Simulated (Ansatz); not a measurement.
# InGaAs2: the cost of one run

Program: Ansatz 0.2.0. Level of theory: DFT PBEsol, scalar-relativistic, plane waves, PAW, and further levels as typed in the inputs. These are calculated values, not measurements.

**1. The structure to begin with**

Symmetry: P-4m2, No. 115, tetragonal system. Conventional cell: a = 4.151 Å, b = 4.151 Å, c = 17.609 Å, α = 90.00°, β = 90.00°, γ = 90.00°. In (site symmetry 2mm) has 4 As at 2.54 Å as nearest neighbours. In (site symmetry -4m2) is surrounded by 4 As at 2.54 Å. Ga (site symmetry 2mm) is surrounded by 4 As at 2.54 Å. Ga (site symmetry -4m2) is surrounded by 4 As at 2.54 Å. Around As (site symmetry 2mm) lie 4 In at 2.54 Å. Around As (site symmetry 2mm) lie 2 Ga at 2.54 Å and 2 In at 2.54 Å. Around As (site symmetry 2mm) lie 4 Ga at 2.54 Å.

Structure file:

```cif
data_structure
_symmetry_space_group_name_H-M 'P-4m2'
_symmetry_Int_Tables_number 115
_cell_length_a 4.1505
_cell_length_b 4.1505
_cell_length_c 17.6091
_cell_angle_alpha 90.000
_cell_angle_beta 90.000
_cell_angle_gamma 90.000
_cell_volume 303.35
loop_
_atom_site_label
_atom_site_type_symbol
_atom_site_symmetry_multiplicity
_atom_site_Wyckoff_symbol
_atom_site_fract_x
_atom_site_fract_y
_atom_site_fract_z
_atom_site_occupancy
In1 In 2 e 0.00000 0.00000 0.83333 1
In2 In 1 b 0.50000 0.50000 0.00000 1
Ga1 Ga 2 f 0.50000 0.50000 0.33333 1
Ga2 Ga 1 d 0.00000 0.00000 0.50000 1
As1 As 2 g 0.50000 0.00000 0.91667 1
As2 As 2 g 0.50000 0.00000 0.25000 1
As3 As 2 g 0.00000 0.50000 0.41667 1
```

**2. Relaxing cell and atoms: InGaAs2, no spin**

File input.yaml:

```yaml
crystal:
  lattice:
    - [4.1505046735, 0.0, 0.0]
    - [0.0, 4.1505046735, 0.0]
    - [0.0, 0.0, 17.6091]
  atoms:
    - { symbol: In, position: [0.0, 0.0, 0.0] }
    - { symbol: In, position: [0.5, 0.5, 0.1666666667] }
    - { symbol: In, position: [0.0, 0.0, 0.3333333333] }
    - { symbol: Ga, position: [0.5, 0.5, 0.5] }
    - { symbol: Ga, position: [0.0, 0.0, 0.6666666667] }
    - { symbol: Ga, position: [0.5, 0.5, 0.8333333333] }
    - { symbol: As, position: [0.5, 0.0, 0.0833333333] }
    - { symbol: As, position: [0.0, 0.5, 0.25] }
    - { symbol: As, position: [0.5, 0.0, 0.4166666667] }
    - { symbol: As, position: [0.0, 0.5, 0.5833333333] }
    - { symbol: As, position: [0.5, 0.0, 0.75] }
    - { symbol: As, position: [0.0, 0.5, 0.9166666667] }
scf:
  occupations: { method: gaussian, width: 0.01 }
output:
  forces: true
  stress: true
  eigenvalues: true
  write_density: true
  write_potential: true
  elf: true
  volumetric_format: npy
hamiltonian:
  xc: pbesol
relax:
  f_tol: 0.005
  max_steps: 60
  cell: { stress_tol: 0.03, fix: [a, b, alpha, beta, gamma] }
kpoints:
  mp_grid: { grid: [8, 8, 2] }
```

Started as:

```console
> ansatz run input.yaml --threads 8 --pin off --max-ram 49152MiB --backend cpu --events-out ev --progress --plain --runs-dir out
```

Q: Estimate wall time and peak memory on 8 threads of Intel Xeon at 2.50GHz (Skylake/Cascade Lake), shared host.

About 1.9 min, with a peak of 1.9 GiB.
